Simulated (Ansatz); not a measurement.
# FGe₂H₆N, SMILES [NH2][GeH]([F])[GeH3]: a geometry optimisation

Computed with the Python package of Ansatz (0.2.0).

Typed at the interpreter:
```pycon
>>> import ansatz
>>> import numpy as np
>>> molecule = (
...     ansatz.Crystal.molecule()
...     .atom("N", (-0.4183, 1.0431, -1.5001))
...     .atom("Ge", (0.7109, 0.3725, -0.2593))
...     .atom("F", (2.0257, -0.3892, -1.103))
...     .atom("Ge", (-0.3548, -1.2381, 1.0727))
...     .atom("H", (0.054, 1.8313, -2.0379))
...     .atom("H", (-1.2271, 1.5754, -0.9743))
...     .atom("H", (1.2742, 1.5123, 0.6572))
...     .atom("H", (-0.9206, -2.3665, 0.1565))
...     .atom("H", (-1.6142, -0.5539, 1.8455))
...     .atom("H", (0.5533, -1.8379, 2.1456))
... )
>>> job = molecule.calculation()
>>> job = job.basis(gaussian="def2-SVP")
>>> job = job.functional("hf")
>>> symbols = [site.symbol for site in molecule.cartesian_sites]
>>> start = np.array([site.position_ang for site in molecule.cartesian_sites], dtype=float)
>>> def progress(event):
...     if event["event"] == "relax_step":
...         row = event["data"]
...         print(f"step {row['step']:3d}  E = {row['lagrangian_ev']:.6f} eV  max force {row['allowed_force_max_ev_ang']:.4f} eV/A")
...
>>> report = job.relax(force_tolerance=0.01).session().plan().execute(on_event=progress).report
step   1  E = -117212.867688 eV  max force 3.9295 eV/A
step   2  E = -117213.289126 eV  max force 1.5383 eV/A
step   3  E = -117213.361845 eV  max force 0.3427 eV/A
step   4  E = -117213.403747 eV  max force 0.2993 eV/A
step   5  E = -117213.409034 eV  max force 0.4171 eV/A
step   6  E = -117213.436218 eV  max force 0.1811 eV/A
step   7  E = -117213.468899 eV  max force 0.2792 eV/A
step   8  E = -117213.470689 eV  max force 0.3945 eV/A
step   9  E = -117213.179331 eV  max force 4.2200 eV/A
step  10  E = -117213.500900 eV  max force 0.1695 eV/A
step  11  E = -117213.512924 eV  max force 0.1439 eV/A
step  12  E = -117213.519049 eV  max force 0.0248 eV/A
step  13  E = -117213.520502 eV  max force 0.0244 eV/A
step  14  E = -117213.513860 eV  max force 0.1931 eV/A
step  15  E = -117213.521234 eV  max force 0.0570 eV/A
step  16  E = -117213.521320 eV  max force 0.0936 eV/A
step  17  E = -117213.522403 eV  max force 0.0391 eV/A
step  18  E = -117213.522588 eV  max force 0.0181 eV/A
step  19  E = -117213.522660 eV  max force 0.0120 eV/A
step  20  E = -117213.522759 eV  max force 0.0074 eV/A
step  21  E = -117213.522780 eV  max force 0.0032 eV/A
>>> end = np.array(report["positions_ang"])
>>> print(f"E = {report['free_energy_ev']:.6f} eV = {report['free_energy_ev'] / 27.211386246:.7f} Ha")
E = -117213.522780 eV = -4307.5175120 Ha
>>> print("converged:", report["converged"], " doubts:", report["published_state_doubts"] or "none")
converged: True  doubts: none
>>> print("bond        before    after (A)")
bond        before    after (A)
>>> for i, j in [(0, 1), (0, 4), (0, 5), (1, 2), (1, 3), (1, 6), (3, 7), (3, 8), (3, 9)]:
...     d0, d1 = (np.linalg.norm(xyz[i] - xyz[j]) for xyz in (start, end))
...     print(f"{symbols[i]}{i}-{symbols[j]}{j}".ljust(10), f"{d0:8.4f} {d1:8.4f}")
...
N0-Ge1       1.8068   1.8073
N0-H4        1.0647   1.0032
N0-H5        1.1018   1.0025
Ge1-F2       1.7380   1.7454
Ge1-Ge3      2.3461   2.4466
Ge1-H6       1.5673   1.5281
Ge3-H7       1.5598   1.5340
Ge3-H8       1.6283   1.5341
Ge3-H9       1.5282   1.5319
>>> charges = report["charge_distribution"]
>>> dipole = np.array(charges["dipole_moment_e_ang"]) * 4.803205
>>> print("dipole (D): {:.3f} {:.3f} {:.3f}, length {:.3f}".format(*dipole, np.linalg.norm(dipole)))
dipole (D): -1.673 0.930 0.217, length 1.927
>>> print("atom  Mulliken   Lowdin")
atom  Mulliken   Lowdin
>>> for symbol, m, l in zip(symbols, charges["mulliken_charges_e"], charges["lowdin_charges_e"]):
...     print(f"{symbol:4s} {m:9.3f} {l:8.3f}")
...
N       -0.562    0.033
Ge       0.988    0.148
F       -0.554   -0.139
Ge       0.301    0.212
H        0.149    0.005
H        0.148    0.004
H       -0.149   -0.079
H       -0.109   -0.061
H       -0.111   -0.064
H       -0.101   -0.060
```

Total energies depend on the basis set; only differences at equal settings carry meaning. The end point is the stationary point reached from this start; no frequency run checks that it is a minimum, and the basis set is modest. The Löwdin charges here are taken after orthogonalising the functions within each atom; they differ from plain Löwdin charges, and their signs can be unphysical. It ran for 98 s on 1 thread of Arm Neoverse V1 (shared host), peak memory 0.39 GiB.

(Lines on the test bed's own set-up are left out of the output.)
